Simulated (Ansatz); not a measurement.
# One input on several machines: PBEsol with spin-orbit coupling, HfCo (Pm-3m)

All times were clocked for whole runs of Ansatz 0.2.0, start-up included, one run at a time with no other job on the machine: an Arm Neoverse N1 node (56 of its 64 cores, memory capped at 64 GiB); a node with four NVIDIA GB300 Max-Q cards and 144 Grace (Neoverse V2) cores; a node with four NVIDIA GB200 cards and 144 Grace (Neoverse V2) cores; a node with eight NVIDIA H100 80GB cards and 96 AMD EPYC 7R13 cores; an Intel Xeon 6975P-C node (Granite Rapids, 96 cores, 192 hardware threads, 360 GiB). Times and memory are rounded to two significant figures, and ratios are formed from the unrounded values. A row is a single run, so small differences between rows aren't established. System services beside the runs took up to 6 cores (rounded up). Runs with a thread on every core shared the cores with them. Precision is the program's default, which can work at lower precision in parts of a run. Card memory is the largest of readings taken every 0.4 s, so short peaks can be missed, and it isn't given for runs under about 3 s. It shows what a run took, which needn't be the least that it can run in: the program holds more work at once where threads and free memory allow.

Commands are shown without the flags for output files and display.

The PAW files were made with PBE. For this functional the program regenerates the frozen cores at set-up.

| Quantity | Value |
| --- | --- |
| atoms | 2 |
| valence electrons | 43 |
| cell volume | 31.65 Å³ |
| cutoff (chosen by the program) | 420 eV |
| k mesh | 6×6×6 |
| k points solved | 40 |
| symmetry operations used (translations within a supercell counted) | 8 |
| plane waves at Γ | 619 |
| dense FFT grid | 24×24×24 |
| bands at the start | 52 |
| spin | spin-orbit |
| first density | superposed atoms |

Input:

```yaml
crystal:
  lattice:
    - [3.163147, 0.000000, 0.000000]
    - [0.000000, 3.163147, 0.000000]
    - [0.000000, 0.000000, 3.163147]
  atoms:
    - { symbol: Hf, position: [0.000000, 0.000000, 0.000000], spin: 0.3 }
    - { symbol: Co, position: [0.500000, 0.500000, 0.500000], spin: -1.4 }
kpoints:
  mp_grid: { grid: [6, 6, 6] }
hamiltonian:
  xc: pbesol
magnetization: { noncollinear: true, spin_orbit: true }
scf:
  occupations: { method: methfessel_paxton, width: 0.2 }
```

The log of this input tells: starting moments not kept. «starting moments not kept»: the run closed with its seeded moments lost or reversed; the seeds still set its symmetry, k points and course.

```
           machine share                                                                           command  wall time  SCF clock  outside it  CPU time  SCF iterations  threads  the cards share  host memory (GiB)  fullest card (GiB)
               1 × GB200                                  ansatz run input.yaml --backend cuda --devices 1      2.4 s      1.2 s       1.3 s      24 s              27       72                                 1.7                    
               1 × GB300                                  ansatz run input.yaml --backend cuda --devices 1      3.0 s      1.7 s       1.2 s      38 s              27       72                                 1.7                  16
                1 × H100                                  ansatz run input.yaml --backend cuda --devices 1      3.5 s      1.7 s       1.9 s      29 s              27       48                                 1.3                  15
               2 × GB200                                  ansatz run input.yaml --backend cuda --devices 2      3.1 s      1.0 s       2.1 s      25 s              27     2×72         k points                2.2                 8.9
               2 × GB300                                  ansatz run input.yaml --backend cuda --devices 2      3.3 s      1.3 s       2.0 s      32 s              27     2×72         k points                2.2                 8.9
                2 × H100                                  ansatz run input.yaml --backend cuda --devices 2      3.9 s      1.4 s       2.5 s      25 s              27     2×48         k points                1.5                 7.7
               4 × GB200                                  ansatz run input.yaml --backend cuda --devices 4      4.6 s     0.83 s       3.8 s      23 s              27     4×36         k points                2.9                 5.4
                4 × H100                                  ansatz run input.yaml --backend cuda --devices 4      4.8 s      1.2 s       3.6 s      22 s              27     4×24         k points                1.8                 4.2
 56 threads, Neoverse N1  taskset -c 8-63 ansatz run input.yaml --threads 56 --backend cpu --max-ram 64GiB      3.9 s      3.1 s      0.86 s   2.3 min              27       56                                 1.5                    
                8 × H100                                  ansatz run input.yaml --backend cuda --devices 8      7.5 s      1.1 s       6.4 s      23 s              27      8×8         k points                2.4                 2.5
96 threads, Xeon 6975P-C                                               ansatz run input.yaml --backend cpu      1.6 s      1.0 s      0.51 s      70 s              27       96                                 1.9
```

The SCF clock is the program's own. It runs from the start of the first SCF loop to the final result and holds forces, stress, later SCFs and response steps. Outside it lie start-up, exit and the set-up ahead of the first loop, which depends on the cell and the method.

SCF iterations are those that the program logged, summed over all steps and exchange cycles of a run; an SCF made in search of a lower state can go uncounted.

Threads written as a×b are a pools of b host workers, as the log lists them; the log's own count of threads can differ.

The machines don't compute alike at the default precision: the logs show emulated matrix products on GB200 and GB300, and some doubles held as pairs of floats on GB300.

The runs on cards also kept host threads busy (see the CPU time), so differences between cards can come from their hosts too.

Among these rows the slowest by wall time (8 × H100) takes 4.8 times as long as the fastest (96 threads, Xeon 6975P-C). The fastest takes under 2 s, so this ratio is rough. Up to 85 % of a wall time lies outside the SCF clock (8 × H100), so the wall times show the speed at the clocked work only in part. On the SCF clock alone the slowest (56 threads, Neoverse N1) takes 3.7 times as long as the fastest (4 × GB200). The fastest takes under 2 s, so this ratio is rough.

**Question.** How long does the same input take on 4 × GB300 (ansatz run input.yaml --backend cuda --devices 4)?

**Answer.** 5.4 s, in 27 SCF iterations, 1.8 times the time on 1 × GB300; peak host memory 3.0 GiB, 5.4 GiB on the fullest card. Of the wall time 1.0 s is on the SCF clock and 4.3 s outside. On the SCF clock alone it is 1.0 s against 1.7 s. The cards share k points, with 4 pools of 36 host workers by the log's list (its own count of threads can differ).
